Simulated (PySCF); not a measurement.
# CBr4: the cost of one run

Program: PySCF 2.14.0. Level of theory: levels as typed in each script, gas phase, geometry from GFN2-xTB. These are calculated values, not measurements.

## Step 1: Where the work starts

SMILES `BrC(Br)(Br)Br`, 5 atoms, charge 0, spin multiplicity 1.

Bond lengths: Br1–C2 1.940 Å, C2–Br3 1.941 Å, C2–Br4 1.940 Å, C2–Br5 1.941 Å. Angles: Br1–C2–Br3 109.4°, Br1–C2–Br4 109.5°, Br1–C2–Br5 109.5°, Br3–C2–Br4 109.5°, Br3–C2–Br5 109.5°, Br4–C2–Br5 109.5°.

Geometry (Å):

```xyz
5
charge 0, multiplicity 1
Br   -1.1206   -1.2355    0.9917
C     0.0002   -0.0003    0.0000
Br   -1.1206    1.2355   -0.9917
Br    1.1206   -0.9919   -1.2352
Br    1.1206    0.9919    1.2352
```

## Step 2: Density, bond paths and surface potential (PBE0/def2-tzvp)

File input.py:

```python
import numpy as np
from pyscf import gto, scf, dft
from pyscf.scf import atom_ks, atom_hf
from scipy.linalg import block_diag

def solve(mol, dm0=None, hcore=None):
    mf = (dft.UKS if mol.spin else dft.RKS)(mol, xc='pbe0')
    mf.grids.level = 3
    mf = mf.density_fit(auxbasis='def2-universal-jkfit')
    mf.conv_tol, mf.max_cycle = 1e-8, 80
    if hcore is not None:
        mf.get_hcore = lambda *args: hcore
    mf.kernel(dm0)
    if not mf.converged:
        mf = mf.newton().run(mf.mo_coeff, mf.mo_occ, max_cycle=30)
    assert mf.converged, 'SCF not converged'
    return mf

mol = gto.M(atom='''
Br    -1.12060    -1.23553     0.99167
C      0.00024    -0.00031    -0.00003
Br    -1.12061     1.23554    -0.99167
Br     1.12059    -0.99190    -1.23522
Br     1.12058     0.99194     1.23522
''', basis='def2-tzvp', charge=0, spin=0, verbose=4)
mf = solve(mol)
mf.analyze()
# spherically averaged free atoms, for the promolecule
atm = atom_ks.get_atm_nrks(mol, xc='pbe0')
pro = block_diag(*[(atm[a[0]][2] * atm[a[0]][3]) @ atm[a[0]][2].T for a in mol._atom])
np.savez('result.npz', e=mf.e_tot, c=mf.mo_coeff, occ=mf.mo_occ, eps=mf.mo_energy, pro=pro, dip=mf.dip_moment(verbose=0), s2=mf.spin_square()[0])
```

On the command line:

```sh
$ OMP_NUM_THREADS=1 python input.py
```

**Question.** How long does this run take on 1 thread of Arm Neoverse V1, shared host, and how much memory does it need?

About 50 s, with a peak of 0.95 GiB.
